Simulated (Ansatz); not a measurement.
# AlGa3P4: the cost of one run

Computed with Ansatz 0.2.0 (DFT PBE, scalar-relativistic, plane waves, PAW, unless a step names another level, unless a step's input says otherwise).

## 1. The structure to begin with

Symmetry: P-4m2, No. 115, tetragonal system. The conventional cell has a = 3.896 Å, b = 3.896 Å, c = 11.007 Å, α = 90.00°, β = 90.00°, γ = 90.00°. Around Al (site symmetry -4m2) lie 4 P at 2.38 Å. Around Ga (site symmetry 2mm) lie 4 P at 2.38 to 2.39 Å. Ga (site symmetry -4m2) is surrounded by 4 P at 2.38 Å. Around P (site symmetry 2mm) lie 4 Ga at 2.38 Å. P (site symmetry 2mm) has 2 Al at 2.38 Å and 2 Ga at 2.39 Å as nearest neighbours.

As a file:

```
Al Ga P
1.0
     3.89556    0.00000    0.00000
     0.00000    3.89556    0.00000
     0.00000    0.00000   11.00713
Al Ga P
1 3 4
Direct
  0.50000 0.50000 0.50000
  0.00000 0.00000 0.75003
  0.50000 0.50000 0.00000
  0.00000 0.00000 0.24997
  0.50000 0.00000 0.87505
  0.00000 0.50000 0.12495
  0.50000 0.00000 0.37556
  0.00000 0.50000 0.62444
```

The cell was relaxed beforehand at this level, from a generated guess; it is a trial structure. At a tolerance of 0.02 Å it has space group P-4m2 (No. 115); it has 20.88 Å³/atom, an uncorrected energy of -0.48 eV/atom over the elements.

## 2. Electronic structure at the relaxed geometry

input.yaml

```yaml
crystal:
  lattice:
    - [3.8955583856, 0.0, 0.0]
    - [0.0, 3.8955583856, 0.0]
    - [0.0, 0.0, 11.0071308344]
  atoms:
    - { symbol: Al, position: [0.5, 0.5, 0.5] }
    - { symbol: Ga, position: [0.0, 0.0, 0.7500252348] }
    - { symbol: Ga, position: [0.5, 0.5, 0.0] }
    - { symbol: Ga, position: [0.0, 0.0, 0.2499747652] }
    - { symbol: P, position: [0.5, 0.0, 0.8750502489] }
    - { symbol: P, position: [0.0, 0.5, 0.1249497511] }
    - { symbol: P, position: [0.5, 0.0, 0.375561102] }
    - { symbol: P, position: [0.0, 0.5, 0.624438898] }
basis:
  ecutwfc: 420
kpoints:
  mp_grid: { grid: [8, 8, 4] }
  band_path:
    path:
      - [[0.0, 0.0, 0.0], [0.0, 0.5, 0.0], [0.5, 0.5, 0.0], [0.0, 0.0, 0.0], [0.0, 0.0, 0.5], [0.0, 0.5, 0.5], [0.5, 0.5, 0.5], [0.0, 0.0, 0.5]]
      - [[0.0, 0.5, 0.0], [0.0, 0.5, 0.5]]
      - [[0.5, 0.5, 0.0], [0.5, 0.5, 0.5]]
    npoints: 14
hamiltonian:
  xc: pbe
scf:
  occupations: { method: gaussian, width: 0.02 }
  n_extra_bands: 20
output:
  forces: true
  stress: true
  eigenvalues: true
  populations: true
  dos: { projected: true, de: 0.02, nscf_kmesh: { grid: [12, 12, 6] } }
  bader: true
```

Launch:

```
$ ansatz run input.yaml --threads 1 --pin off --max-ram 2560MiB --backend cpu --events-out ev --progress --plain --runs-dir out
```

Q: Estimate wall time and peak memory on 1 thread of Arm Neoverse V2, shared host.

About 4.9 min, with a peak of 0.83 GiB.
